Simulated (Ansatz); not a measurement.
**C₂H₁₀InN₃: taking an electron away**

One table from this session's results is given with a row withheld; the runs are named, their logs left out.

Computed with Ansatz 0.2.0, Gaussian basis. Level: unrestricted cation, the program's frozen cores in correlated methods.

Levels to be run: UKS PBE-D4/def2-TZVPP; UKS r2SCAN-D4/def2-TZVPP; UKS PBE0-D4/def2-TZVPP; UKS B3LYP-D4/def2-TZVPP; UKS wB97X-V/def2-TZVPP; UKS wB97M-V/def2-TZVPP; UKS B2PLYP/def2-TZVPP; UHF-CCSD(T)/def2-TZVPP; UHF-MP2/def2-QZVPP; extrapolation to the limit; then −ε(HOMO) from the neutral's earlier runs with LDA (SPW92), PBE-D4, revPBE-D4, BLYP-D4, r2SCAN-D4, B97M-V, PBE0-D4, B3LYP-D4, r2SCANh-D4, r2SCAN0-D4, HSE06-D4, BHLYP-D4, CAM-B3LYP-D4, LC-ωPBE, ωB97X-V, ωB97M-V.

2 further runs of the same task are left out: 2 for a known fault of the program.

## The relaxed structure

The geometry comes from an earlier relaxation with PBE0-D4 in a triple-zeta def2 set; it is a stationary point, not always the lowest conformer. In takes the def2 core potential; no spin-orbit term is included.

16 atoms, charge 0, spin multiplicity 1.

Atoms are counted from 1 here; the program's logs count them from 0.

Bond lengths: C1–N2 1.436 Å, C1–H7 1.093 Å, C1–H8 1.102 Å, C1–H9 1.102 Å, N2–C3 1.436 Å, N2–In4 2.014 Å, C3–H10 1.093 Å, C3–H11 1.102 Å, C3–H12 1.102 Å, In4–N5 2.027 Å, In4–N6 2.027 Å, N5–H13 1.011 Å, N5–H14 1.011 Å, N6–H15 1.011 Å, N6–H16 1.011 Å. Angles: N2–C1–H7 111.3°, N2–C1–H8 111.9°, N2–C1–H9 112.0°, H7–C1–H8 107.1°, H7–C1–H9 107.4°, H8–C1–H9 106.8°, C1–N2–C3 112.9°, C1–N2–In4 123.5°, C3–N2–In4 123.6°, N2–C3–H10 111.3°, N2–C3–H11 112.0°, N2–C3–H12 111.9°, H10–C3–H11 107.4°, H10–C3–H12 107.1°, H11–C3–H12 106.8°, N2–In4–N5 118.5°, N2–In4–N6 118.5°, N5–In4–N6 122.9° and more.

Set-up of the first run:

The input, in.yaml:

```yaml
crystal:
  periodic: [false, false, false]
  atoms:
    - {symbol: C, position_ang: [0.171183, -0.790081, 1.837217]}
    - {symbol: N, position_ang: [0.434698, -0.526820, 0.450388]}
    - {symbol: C, position_ang: [1.537351, -1.289483, -0.063834]}
    - {symbol: In, position_ang: [-0.633496, 0.771384, -0.657757]}
    - {symbol: N, position_ang: [-0.116499, 1.041478, -2.598721]}
    - {symbol: N, position_ang: [-2.176976, 1.750350, 0.218109]}
    - {symbol: H, position_ang: [-0.680370, -0.207123, 2.197469]}
    - {symbol: H, position_ang: [-0.063285, -1.851959, 2.017339]}
    - {symbol: H, position_ang: [1.034574, -0.542329, 2.476436]}
    - {symbol: H, position_ang: [1.724213, -1.058245, -1.115676]}
    - {symbol: H, position_ang: [1.359265, -2.375075, 0.008630]}
    - {symbol: H, position_ang: [2.471201, -1.083406, 0.484300]}
    - {symbol: H, position_ang: [0.313168, 0.245547, -3.049561]}
    - {symbol: H, position_ang: [-0.853978, 1.380604, -3.200645]}
    - {symbol: H, position_ang: [-2.437628, 2.625181, -0.215400]}
    - {symbol: H, position_ang: [-2.083411, 1.909997, 1.211666]}
basis:
  gaussian: {orbitals: def2-TZVPP}
total_charge: 1
magnetization: {spin_polarized: true, initial_magnetization: 1}
hamiltonian: {xc: pbe, dispersion: d4}
```

Launch:

```
$ ansatz run in.yaml --threads 2 --pin off --events-out ev --progress --plain --max-ram 32768MiB --backend cuda --devices 0, --max-vram 18GiB
```

Among the steps run: Cation, UKS PBE-D4/def2-TZVPP; Cation, UKS r2SCAN-D4/def2-TZVPP; Cation, UKS PBE0-D4/def2-TZVPP; Cation, UKS B3LYP-D4/def2-TZVPP; Cation, UKS wB97X-V/def2-TZVPP; Cation, UKS wB97M-V/def2-TZVPP; Cation, UKS B2PLYP (frozen core)/def2-TZVPP; Cation, UHF-CCSD(T)/def2-TZVPP; Cation, UHF-MP2/def2-QZVPP.

One of the session's tables, all rows but one given; the rest of the session is left out.

For comparison, −ε(HOMO) of the neutral from earlier runs:

| functional | −ε(HOMO) (eV) |
| --- | --- |
| LDA (SPW92) | 4.63 |
| PBE-D4 | 4.48 |
| revPBE-D4 | 4.42 |
| BLYP-D4 | 4.39 |
| r2SCAN-D4 | 4.70 |
| B97M-V | 4.81 |
| PBE0-D4 | 5.74 |
| B3LYP-D4 | ? |
| r2SCANh-D4 | 5.17 |
| r2SCAN0-D4 | 5.90 |
| HSE06-D4 | 5.34 |
| BHLYP-D4 | 6.96 |
| CAM-B3LYP-D4 | 7.11 |
| LC-ωPBE | 8.43 |
| ωB97X-V | 8.11 |
| ωB97M-V | 8.04 |

Estimate the missing values for B3LYP-D4.

Worked estimate for «−ε(HOMO) (eV)». Against the share of exact exchange, BLYP-D4 (0, 4.39), BHLYP-D4 (0.5, 6.96) give a slope of 5.14 per unit share; at 0.2 the line stands at 5.42.

The run gave: −ε(HOMO) (eV): 5.55. In «−ε(HOMO) (eV)» the line misses by -0.13.
